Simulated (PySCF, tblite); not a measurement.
# C2H8N2O3Si: geometry, infrared bands and NMR shifts

What infrared bands and NMR shifts should C2H8N2O3Si (`CO[Si@](N)(O)NC=O`) show?

Computed with tblite 0.8.0 and PySCF 2.14.0, with density-fitted response routines of our own, on a single molecule in the gas phase. Atoms are numbered from 0 throughout.

## (1) The starting structure

16 atoms, charge 0, multiplicity 1; geometry from: force field or distance geometry start.

Bonds of the start (Å): C0–O1 1.40, O1–Si2 1.69, Si2–N3 1.77, Si2–O4 1.71, Si2–N5 1.79, N5–C6 1.42, C6–O7 1.27, C0–H8 1.12, C0–H9 1.09, C0–H10 1.10, N3–H11 1.07, N3–H12 1.03, O4–H13 0.98, N5–H14 1.06, C6–H15 1.09.

## (2) Geometry optimisation with GFN2-xTB

What the job is given:

```
{"job": {"kind": "relax", "xc": "GFN2-xTB", "basis": "xTB"}, "charge": 0, "multiplicity": 1}
C      2.184800     0.556200     0.232800
O      1.165100    -0.184400     0.839300
Si    -0.133800    -0.505500    -0.192500
N     -1.112500    -1.817300     0.485400
O      0.325700    -0.978900    -1.766300
N     -1.061000     1.018600    -0.351800
C     -2.120600     1.324400     0.550600
O     -2.412700     0.506000     1.475700
H      1.924200     1.627300     0.417600
H      2.176300     0.300900    -0.830400
H      3.136300     0.313100     0.724500
H     -0.496500    -2.375900     1.166000
H     -1.407300    -2.523400    -0.206000
H      1.270500    -1.201100    -1.878900
H     -0.781700     1.687900    -1.125300
H     -2.664500     2.260900     0.448000
```

Started as:

```sh
OMP_NUM_THREADS=1 python probes_run.py task.json out
```

The driver reads the jobs from task.json and runs them one after another.

**Question.** This job is followed by: GFN2-xTB harmonic vibrations, gas phase; GIAO PBE0/pcSseg-1 NMR shielding, non-relativistic, gas phase. What will the session give for the following? strongest single infrared mode (GFN2-xTB); zero-point energy (GFN2-xTB); ¹³C shifts against TMS (PBE0/pcSseg-1); ¹H shifts against TMS (PBE0/pcSseg-1, means over atoms taken as alike); ¹⁷O shifts against H2O (PBE0/pcSseg-1); ²⁹Si shifts against TMS (PBE0/pcSseg-1); ¹⁵N shifts against NH3 (PBE0/pcSseg-1).

**Answer**, as computed:

| quantity | value |
| --- | --- |
| strongest single infrared mode (GFN2-xTB) | 1741 cm⁻¹, 519 km/mol |
| zero-point energy (GFN2-xTB) | 73.3 kcal/mol |
| ¹³C shifts against TMS (PBE0/pcSseg-1) | 169.1, 53.6 ppm |
| ¹H shifts against TMS (PBE0/pcSseg-1, means over atoms taken as alike) | 8.32, 4.99, 4.14, 1.81, 1.07 ppm |
| ¹⁷O shifts against H2O (PBE0/pcSseg-1) | 423.8, 42.9, 31.4 ppm |
| ²⁹Si shifts against TMS (PBE0/pcSseg-1) | -56.5 ppm |
| ¹⁵N shifts against NH3 (PBE0/pcSseg-1) | 149.4, 27.5 ppm |

**Reading.** Relaxing lowered the energy by 1.513 eV in 184 steps; the close pair that moved most is N5–C6, from 1.425 to 1.337 Å. All 42 modes are real, so the xTB geometry is a minimum. The strongest single mode, at 1741 cm⁻¹, moves mainly C6 and O7. Unscaled tight-binding wavenumbers are off by several per cent, some by more. Its intensities can rank the bands wrongly. C6 (amide carbonyl carbon) lies farthest downfield among carbon, at 169.1 ppm; it is a carbonyl in resonance with an O or N lone pair, the region of acids, esters and amides. At PBE0/pcSseg-1: The largest span, 655 ppm, is at O7, where the paramagnetic term is -492 ppm.
